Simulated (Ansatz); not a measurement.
**GaNCl+ (triplet): wave-function methods side by side, cc-pVDZ**

An exercise on one series of results from a longer session: the logs are not shown, and one member is left open.

The runs use Ansatz 0.2.0, Gaussian basis; cc-pVDZ, core rule «outside noble gas», up to 20 orbitals frozen.

The runs, in order: UHF; CCSD(T) on ROHF; CCSD(T) on UHF; BCCD(T) on ROHF; CISD as a restricted active space (open shells left free, so some higher excitations enter); CCSDT(Q) on ROHF; CCSDT(Q) on UHF.

34 further runs of the same task are left out: 10 for a known fault of the program, 14 that didn't finish, 10 set aside as unsound or not needed. Runs told in other sessions of the task aren't counted.

**The system**

The geometry is a PBE0/def2-TZVP stationary point (not a proven minimum) of the parent state, kept for this charge and spin. No spin-orbit coupling is included. The filled d shell of Ga may be among the frozen orbitals whatever the setting's name suggests.

3 atoms, charge 1, spin multiplicity 3.

Atoms are counted from 1 here; the program's logs count them from 0.

Bond lengths: Cl1–Ga2 2.102 Å, Ga2–N3 1.759 Å. Angles: Cl1–Ga2–N3 180.0°.

Set-up of the first run:

File in.yaml:

```yaml
crystal:
  periodic: [false, false, false]
  atoms:
    - {symbol: Cl, position_ang: [0.000000, 0.000000, 1.987400]}
    - {symbol: Ga, position_ang: [0.000000, 0.000000, -0.114300]}
    - {symbol: N, position_ang: [0.000000, 0.000000, -1.873100]}
basis:
  gaussian: {orbitals: cc-pVDZ}
total_charge: 1
magnetization: {spin_polarized: true, initial_magnetization: 2}
hamiltonian: {xc: hf}
output: {orbitals: {seedname: orbitals}}
```

Command:

```bash
$ ansatz run in.yaml --threads 1 --pin off --events-out ev --progress --plain --max-ram 2393MiB
```

Among the steps run: UHF; CCSD(T) on ROHF; CCSD(T) on UHF; BCCD(T) on ROHF; CISD as a restricted active space (open shells left free, so some higher excitations enter); CCSDT(Q) on ROHF; CCSDT(Q) on UHF.

One table of the session follows, with a row left open; its other results are not shown here.

```
   method  from UCCSDT(Q) (kJ/mol)
     ROHF                   +828.9
      UHF                   +812.8
     RMP2                   +112.1
     UMP2                   +112.1
    RCCSD                    +27.8
    UCCSD                    +27.3
 RCCSD(T)                     +5.9
 UCCSD(T)                     +5.7
  BCCD(T)                     +5.8
   RCCSDT                     +2.4
   UCCSDT                     +2.2
RCCSDT(Q)                        ?
UCCSDT(Q)                        0
```

**Question.** Estimate the row for RCCSDT(Q).

**Answer.** from UCCSDT(Q) (kJ/mol): +0.4. In the column «from UCCSDT(Q) (kJ/mol)» it lies between UCCSDT(Q) (0) and UCCSDT (+2.2).

Not comparable, so not listed: CISD as a restricted active space (open shells left free, so some higher excitations enter) (they don't share determinant, frozen orbitals or solution with the rows shown, or repeat one).

Limits of these values: Restricted and unrestricted rows rest on different reference determinants; a gap between their highest levels can come from leftover correlation error, from unlike frozen cores or from another state.
